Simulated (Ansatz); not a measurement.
# CH₅ClGaN: up Jacob's ladder to CCSD(T)

The task here is to estimate one member of a computed series from the others.

Program: Ansatz 0.2.0, Gaussian basis. Level of theory: functionals in def2-TZVPP, the program's frozen cores in correlated methods. These are calculated values, not measurements.

Plan: LDA (SPW92), PBE-D4, revPBE-D4, BLYP-D4, r2SCAN-D4, B97M-V, PBE0-D4, B3LYP-D4, r2SCANh-D4, r2SCAN0-D4, HSE06-D4, BHLYP-D4, CAM-B3LYP-D4, LC-ωPBE, ωB97X-V, ωB97M-V, B2PLYP, PBE-QIDH; CCSD(T)/def2-SVP; CCSD(T)/def2-TZVPP; MP2/def2-QZVPP; extrapolation to the limit; RPA on PBE.

## The geometry

All runs share one geometry, relaxed beforehand with PBE0-D4 in a triple-zeta def2 set.

SMILES `[NH2][GaH][CH2]Cl`, 9 atoms, charge 0, spin multiplicity 1.

Atoms are counted from 1 here; the program's logs count them from 0.

Bond lengths: N1–Ga2 1.813 Å, N1–H5 1.006 Å, N1–H6 1.006 Å, Ga2–C3 1.979 Å, Ga2–H7 1.557 Å, C3–Cl4 1.801 Å, C3–H8 1.089 Å, C3–H9 1.089 Å. Angles: Ga2–N1–H5 123.7°, Ga2–N1–H6 124.1°, H5–N1–H6 111.7°, N1–Ga2–C3 116.6°, N1–Ga2–H7 119.1°, C3–Ga2–H7 124.3°, Ga2–C3–Cl4 104.4°, Ga2–C3–H8 114.2°, Ga2–C3–H9 114.7°, Cl4–C3–H8 107.0°, Cl4–C3–H9 106.8°, H8–C3–H9 109.0°.

Coordinates:

```xyz
9
charge 0, multiplicity 1
N     0.1755    1.6081   -0.8255
Ga    0.7536   -0.0123   -0.2545
C    -0.4648   -1.0165    0.9387
Cl   -1.1781   -2.2893   -0.1167
H     0.6608    2.1661   -1.5069
H    -0.7199    2.0018   -0.5912
H     2.1285   -0.5463   -0.7543
H    -1.2930   -0.4276    1.3298
H     0.0260   -1.5302    1.7634
```

The first run:

in.yaml

```yaml
crystal:
  periodic: [false, false, false]
  atoms:
    - {symbol: N, position_ang: [0.175460, 1.608053, -0.825528]}
    - {symbol: Ga, position_ang: [0.753599, -0.012271, -0.254536]}
    - {symbol: C, position_ang: [-0.464846, -1.016531, 0.938706]}
    - {symbol: Cl, position_ang: [-1.178056, -2.289340, -0.116663]}
    - {symbol: H, position_ang: [0.660848, 2.166126, -1.506880]}
    - {symbol: H, position_ang: [-0.719880, 2.001812, -0.591198]}
    - {symbol: H, position_ang: [2.128453, -0.546259, -0.754309]}
    - {symbol: H, position_ang: [-1.292985, -0.427647, 1.329834]}
    - {symbol: H, position_ang: [0.026008, -1.530243, 1.763374]}
basis:
  gaussian: {orbitals: def2-TZVPP}
hamiltonian: {xc: lda}
output: {orbitals: {seedname: orbitals}}
```

On the command line:

```
$ ansatz run in.yaml --threads 4 --pin off --events-out ev --progress --plain --max-ram 10444MiB
```

Steps of the session up to this table: LDA; PBE-D4 (GGA); revPBE-D4 (GGA); BLYP-D4 (GGA); r2SCAN-D4 (meta-GGA); B97M-V (meta-GGA); PBE0-D4 (hybrid); B3LYP-D4 (hybrid); r2SCANh-D4 (hybrid); r2SCAN0-D4 (hybrid); HSE06-D4 (hybrid); BHLYP-D4 (hybrid); CAM-B3LYP-D4 (range-separated); LC-ωPBE (range-separated); ωB97X-V (range-separated); ωB97M-V (range-separated); B2PLYP (double hybrid); PBE-QIDH (double hybrid).

One table of the session follows, with a row left open; its other results are not shown here.

It belongs to the step «Frontier levels by functional». 

| functional | HOMO (eV) | gap (eV) |
| --- | --- | --- |
| LDA (SPW92) | -6.27 | 4.50 |
| PBE-D4 | -6.09 | 4.58 |
| revPBE-D4 | -6.01 | 4.63 |
| BLYP-D4 | ? | ? |
| r2SCAN-D4 | -6.37 | 5.12 |
| B97M-V | -6.42 | 5.01 |
| PBE0-D4 | -7.42 | 6.72 |
| B3LYP-D4 | -7.18 | 6.22 |
| r2SCANh-D4 | -6.87 | 5.90 |
| r2SCAN0-D4 | -7.62 | 7.07 |
| HSE06-D4 | -7.01 | 5.95 |
| BHLYP-D4 | -8.65 | 8.72 |
| CAM-B3LYP-D4 | -8.82 | 9.04 |
| LC-ωPBE | -10.22 | 11.62 |
| ωB97X-V | -9.84 | 11.09 |
| ωB97M-V | -9.71 | 10.74 |

**Question.** Estimate the row for BLYP-D4.

Worked estimate for «HOMO (eV)». Against the share of exact exchange, B3LYP-D4 (0.2, -7.18), BHLYP-D4 (0.5, -8.65) give a slope of -4.90 per unit share; at 0 the line stands at -6.20.

As computed: HOMO (eV): -5.96; gap (eV): 4.53. In «HOMO (eV)» the line misses by -0.24.
